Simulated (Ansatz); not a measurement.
**Cl₃H₂NSi + SiH₄: a complex and its separated parts**

The complex below is one end of an elementary step. How strongly is it bound against its free parts?

Program: Ansatz 0.2.0, Gaussian basis. Level of theory: PBE0-D4/def2-TZVP structures, single points in def2-TZVPP, no counterpoise correction. These are calculated values, not measurements.

Levels: SPW92, PBE-D4, BLYP-D4, r2SCAN-D4, B97M-V, PBE0-D4, B3LYP-D4, r2SCAN0-D4, BHLYP-D4, CAM-B3LYP-D4, wB97X-V, wB97M-V, B2PLYP, PBE-QIDH, RPA on PBE, Hartree-Fock, MP2, CCSD, CCSD(T).

Correlated methods freeze the cores. B3LYP uses VWN-RPA correlation. B2PLYP carries no dispersion term here.

94 further runs of the same task are left out: 94 set aside as unsound or not needed.

**1. Where the work starts**

The complex: 12 atoms, charge 0, spin multiplicity 1.

Atoms are counted from 1 here; the program's logs count them from 0.

Bond lengths: Si1–Cl3 2.042 Å, Si1–Cl4 2.033 Å, Si1–Cl5 2.031 Å, Si1–N7 1.682 Å, Si2–H6 1.484 Å, Si2–H8 1.487 Å, Si2–H9 1.484 Å, Si2–H10 1.485 Å, N7–H11 1.007 Å, N7–H12 1.007 Å. Angles: Cl3–Si1–Cl4 106.7°, Cl3–Si1–Cl5 107.0°, Cl3–Si1–N7 115.4°, Cl4–Si1–Cl5 111.2°, Cl4–Si1–N7 108.3°, Cl5–Si1–N7 108.3°, H6–Si2–H8 109.3°, H6–Si2–H9 109.8°, H6–Si2–H10 109.6°, H8–Si2–H9 109.3°, H8–Si2–H10 109.1°, H9–Si2–H10 109.7°, Si1–N7–H11 121.1°, Si1–N7–H12 121.0°, H11–N7–H12 113.0°.

Geometry (Å):

```mol
Cl3H6NSi2
  3D, bonds by distance, orders not assigned

 12 10  0  0  0  0  0  0  0  0999 V2000
   -1.0303    1.0067   -1.2233 Si  0  0
    0.6992   -1.4898    1.9709 Si  0  0
   -2.3556    1.8221   -2.5454 Cl  0  0
   -1.5121   -0.9614   -1.0528 Cl  0  0
   -1.2788    1.9800    0.5416 Cl  0  0
    1.2979   -0.4744    1.0692 H   0  0
    0.5895    1.1171   -1.6630 N   0  0
    1.5742   -1.6701    3.1590 H   0  0
   -0.6438   -1.0409    2.4137 H   0  0
    0.5818   -2.7847    1.2534 H   0  0
    0.9780    0.5181   -2.3726 H   0  0
    1.1001    1.9772   -1.5506 H   0  0
  1  3  8  0
  1  4  8  0
  1  5  8  0
  1  7  8  0
  2  6  8  0
  2  8  8  0
  2  9  8  0
  2 10  8  0
  7 11  8  0
  7 12  8  0
M  END
```

Its parts: Cl₃H₂NSi holds atoms 1, 3, 4, 5, 7, 11, 12; SiH₄ holds atoms 2, 6, 8, 9, 10. Each part counts its atoms afresh in its own runs.

**2. Relaxing Cl₃H₂NSi alone**

relax-a/in.yaml

```yaml
crystal:
  periodic: [false, false, false]
  atoms:
    - {symbol: Si, position_ang: [-1.030258, 1.006727, -1.223329]}
    - {symbol: Cl, position_ang: [-2.355606, 1.822053, -2.545365]}
    - {symbol: Cl, position_ang: [-1.512133, -0.961433, -1.052806]}
    - {symbol: Cl, position_ang: [-1.278808, 1.979962, 0.541579]}
    - {symbol: N, position_ang: [0.589470, 1.117145, -1.663023]}
    - {symbol: H, position_ang: [0.977957, 0.518130, -2.372571]}
    - {symbol: H, position_ang: [1.100132, 1.977214, -1.550604]}
basis:
  gaussian: {orbitals: def2-TZVP}
hamiltonian: {xc: pbe0, dispersion: d4}
relax: {f_tol: 0.005, max_steps: 200}
```

On the command line:

```
> ansatz run in.yaml --threads 4 --pin off --events-out ev --progress --plain --max-ram 66560MiB --backend cuda --devices 0, --max-vram 37GiB
```

After this run come: Relaxing SiH₄ alone; SPW92/def2-TZVPP; PBE-D4/def2-TZVPP; BLYP-D4/def2-TZVPP; r2SCAN-D4/def2-TZVPP; B97M-V/def2-TZVPP; PBE0-D4/def2-TZVPP; B3LYP-D4/def2-TZVPP; r2SCAN0-D4/def2-TZVPP; BHLYP-D4/def2-TZVPP; CAM-B3LYP-D4/def2-TZVPP; wB97X-V/def2-TZVPP; wB97M-V/def2-TZVPP; B2PLYP/def2-TZVPP; PBE-QIDH/def2-TZVPP; RPA on PBE/def2-TZVPP; CCSD(T)/def2-TZVPP; Vibrations of Cl₃H₂NSi; Vibrations of SiH₄.

Q: Predict the outcome of this session. Wanted: complex less parts, CCSD(T)/def2-TZVPP; with zero-point energy; largest T1 diagnostic.

The runs gave:

| quantity | value |
| --- | --- |
| complex less parts, CCSD(T)/def2-TZVPP | -5.9 kJ/mol |
| with zero-point energy | -3.8 kJ/mol |
| largest T1 diagnostic | 0.011 |

In words: At CCSD(T) the complex lies 5.9 kJ/mol below its parts. Among the functionals r2SCAN-D4 lands nearest to CCSD(T) (-1.1 kJ/mol) and B2PLYP farthest (+5.4 kJ/mol). Mean unsigned error by rung: LDA 5.3, GGA 3.0, meta-GGA 1.4, hybrid 2.8, range-separated hybrid 2.3, double hybrid 3.9 kJ/mol. PBE-D4 gives a relative energy 3.5 kJ/mol too low, an error of 59 % of the reference. No counterpoise was applied, and triple zeta lacks some correlation, so the CCSD(T) reference has a basis error of its own, and close matches with it are partly luck.
